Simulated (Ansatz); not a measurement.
**C2H3ClCuN: how energies converge with the basis set**

One table from this session's results is given with a row withheld; the runs are named, their logs left out.

Method: one geometry, several basis sets; program: Ansatz 0.2.0, Gaussian basis.

Plan: PBE0-D4/def2-SVP; ωB97M-V/def2-SVP; PBE0-D4/def2-QZVPP; ωB97M-V/def2-QZVPP; the functionals' def2-TZVPP values are taken from earlier runs.

## The relaxed structure

An earlier PBE0-D4 in a triple-zeta def2 set relaxation fixed the geometry.

SMILES `CC#[N+][Cu-][Cl]`, 8 atoms, charge 0, spin multiplicity 1.

Atoms are counted from 1 here; the program's logs count them from 0.

Bond lengths: C1–C2 1.443 Å, C1–H6 1.091 Å, C1–H7 1.091 Å, C1–H8 1.091 Å, C2–N3 1.146 Å, N3–Cu4 1.836 Å, Cu4–Cl5 2.083 Å. Angles: C2–C1–H6 109.8°, C2–C1–H7 109.8°, C2–C1–H8 109.8°, H6–C1–H7 109.1°, H6–C1–H8 109.1°, H7–C1–H8 109.1°, C1–C2–N3 180.0°, C2–N3–Cu4 179.9°, N3–Cu4–Cl5 179.9°.

Set-up of the first run:

Input file in.yaml:

```yaml
crystal:
  periodic: [false, false, false]
  atoms:
    - {symbol: C, position_ang: [-0.773227, -1.548359, 0.063687]}
    - {symbol: C, position_ang: [-0.128386, -0.258923, 0.008324]}
    - {symbol: N, position_ang: [0.383642, 0.765609, -0.034981]}
    - {symbol: Cu, position_ang: [1.202643, 2.407479, -0.100017]}
    - {symbol: Cl, position_ang: [2.130870, 4.270548, -0.170951]}
    - {symbol: H, position_ang: [-1.432015, -1.595027, 0.932484]}
    - {symbol: H, position_ang: [-0.020924, -2.334990, 0.142534]}
    - {symbol: H, position_ang: [-1.362612, -1.706348, -0.841090]}
basis:
  gaussian: {orbitals: def2-SVP}
hamiltonian: {xc: pbe0, dispersion: d4}
output: {orbitals: {seedname: orbitals}}
```

Launch:

```
ansatz run in.yaml --threads 4 --pin off --events-out ev --progress --plain --max-ram 10444MiB
```

Among the steps run: PBE0-D4 in def2-SVP; ωB97M-V in def2-SVP; PBE0-D4 in def2-QZVPP; ωB97M-V in def2-QZVPP.

One table of the session follows, with a row left open; its other results are not shown here.

It belongs to the step «Functionals by basis». 

```
functional       basis  HOMO (eV)
   PBE0-D4    def2-SVP      -6.15
   PBE0-D4  def2-TZVPP      -6.62
   PBE0-D4  def2-QZVPP          ?
   ωB97M-V    def2-SVP      -8.31
   ωB97M-V  def2-TZVPP      -8.86
   ωB97M-V  def2-QZVPP      -8.95
```

Q: Estimate the row for PBE0-D4, def2-QZVPP from the others.

**Answer.** HOMO (eV): -6.69. In the column «HOMO (eV)» it lies between ωB97M-V, def2-SVP (-8.31) and PBE0-D4, def2-TZVPP (-6.62).
